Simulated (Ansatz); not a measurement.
# C₂H₆O₄W: up Jacob's ladder to CCSD(T)

One table from this session's results is given with a row withheld; the runs are named, their logs left out.

Method: functionals in def2-TZVPP, the program's frozen cores in correlated methods; program: Ansatz 0.2.0, Gaussian basis.

Plan: LDA (SPW92), PBE-D4, revPBE-D4, BLYP-D4, r2SCAN-D4, B97M-V, PBE0-D4, B3LYP-D4, r2SCANh-D4, r2SCAN0-D4, HSE06-D4, BHLYP-D4, CAM-B3LYP-D4, LC-ωPBE, ωB97X-V, ωB97M-V, B2PLYP, PBE-QIDH; CCSD(T)/def2-SVP; CCSD(T)/def2-TZVPP; MP2/def2-QZVPP; extrapolation to the limit; RPA on PBE.

## The relaxed structure

An earlier PBE0-D4 in a triple-zeta def2 set relaxation fixed the geometry. W takes the def2 core potential; no spin-orbit term is included.

SMILES `C[O][W](=[O])(=[O])[O]C`, 13 atoms, charge 0, spin multiplicity 1.

Atoms are counted from 1 here; the program's logs count them from 0.

Bond lengths: C1–O2 1.406 Å, C1–H8 1.093 Å, C1–H9 1.093 Å, C1–H10 1.092 Å, O2–W3 1.861 Å, W3–O4 1.710 Å, W3–O5 1.710 Å, W3–O6 1.861 Å, O6–C7 1.406 Å, C7–H11 1.093 Å, C7–H12 1.092 Å, C7–H13 1.093 Å. Angles: O2–C1–H8 110.4°, O2–C1–H9 110.4°, O2–C1–H10 108.4°, H8–C1–H9 109.4°, H8–C1–H10 109.2°, H9–C1–H10 109.2°, C1–O2–W3 141.0°, O2–W3–O4 110.3°, O2–W3–O5 110.3°, O2–W3–O6 109.0°, O4–W3–O5 106.7°, O4–W3–O6 110.3°, O5–W3–O6 110.3°, W3–O6–C7 140.9°, O6–C7–H11 110.4°, O6–C7–H12 108.4°, O6–C7–H13 110.4°, H11–C7–H12 109.2° and more.

Set-up of the first run:

Contents of in.yaml:

```yaml
crystal:
  periodic: [false, false, false]
  atoms:
    - {symbol: C, position_ang: [0.423635, -2.615532, 1.289088]}
    - {symbol: O, position_ang: [0.220908, -1.508938, 0.445545]}
    - {symbol: W, position_ang: [-0.024626, 0.334770, 0.513468]}
    - {symbol: O, position_ang: [-1.421289, 0.713719, 1.423612]}
    - {symbol: O, position_ang: [1.294915, 1.078872, 1.305693]}
    - {symbol: O, position_ang: [-0.188344, 0.989551, -1.221083]}
    - {symbol: C, position_ang: [-0.389701, 2.193373, -1.919300]}
    - {symbol: H, position_ang: [-0.426742, -2.739474, 1.964627]}
    - {symbol: H, position_ang: [1.337020, -2.485170, 1.875279]}
    - {symbol: H, position_ang: [0.520770, -3.508139, 0.668099]}
    - {symbol: H, position_ang: [-1.341469, 2.646536, -1.630064]}
    - {symbol: H, position_ang: [-0.408435, 1.972027, -2.988161]}
    - {symbol: H, position_ang: [0.423659, 2.893705, -1.712302]}
basis:
  gaussian: {orbitals: def2-TZVPP}
hamiltonian: {xc: lda}
output: {orbitals: {seedname: orbitals}}
```

The run is started by

```bash
> ansatz run in.yaml --threads 2 --pin off --events-out ev --progress --plain --max-ram 22528MiB --backend cuda --devices 0, --max-vram 18GiB
```

Among the steps run: LDA; PBE-D4 (GGA); revPBE-D4 (GGA); BLYP-D4 (GGA); r2SCAN-D4 (meta-GGA); B97M-V (meta-GGA); B3LYP-D4 (hybrid); r2SCANh-D4 (hybrid); r2SCAN0-D4 (hybrid); HSE06-D4 (hybrid); BHLYP-D4 (hybrid); CAM-B3LYP-D4 (range-separated); LC-ωPBE (range-separated); ωB97X-V (range-separated); ωB97M-V (range-separated); B2PLYP (double hybrid); PBE-QIDH (double hybrid).

One of the session's tables, all rows but one given; the rest of the session is left out.

It belongs to the step «Orbital energies across the functionals». 

| functional | HOMO (eV) | gap (eV) |
| --- | --- | --- |
| LDA (SPW92) | -7.11 | 4.82 |
| PBE-D4 | -6.89 | 4.85 |
| revPBE-D4 | -6.80 | 4.87 |
| BLYP-D4 | -6.77 | 4.83 |
| r2SCAN-D4 | -7.24 | 5.31 |
| B97M-V | -7.32 | 5.40 |
| PBE0-D4 | -8.48 | 7.21 |
| B3LYP-D4 | -8.22 | 6.71 |
| r2SCANh-D4 | -7.84 | 6.20 |
| r2SCAN0-D4 | -8.74 | 7.54 |
| HSE06-D4 | -8.07 | 6.43 |
| BHLYP-D4 | -10.00 | 9.63 |
| CAM-B3LYP-D4 | ? | ? |
| LC-ωPBE | -11.22 | 12.22 |
| ωB97X-V | -10.89 | 11.80 |
| ωB97M-V | -10.84 | 11.66 |

**Question.** Estimate the row for CAM-B3LYP-D4.

As computed: HOMO (eV): -9.91; gap (eV): 9.70. In the column «HOMO (eV)» it lies between BHLYP-D4 (-10.00) and r2SCAN0-D4 (-8.74).
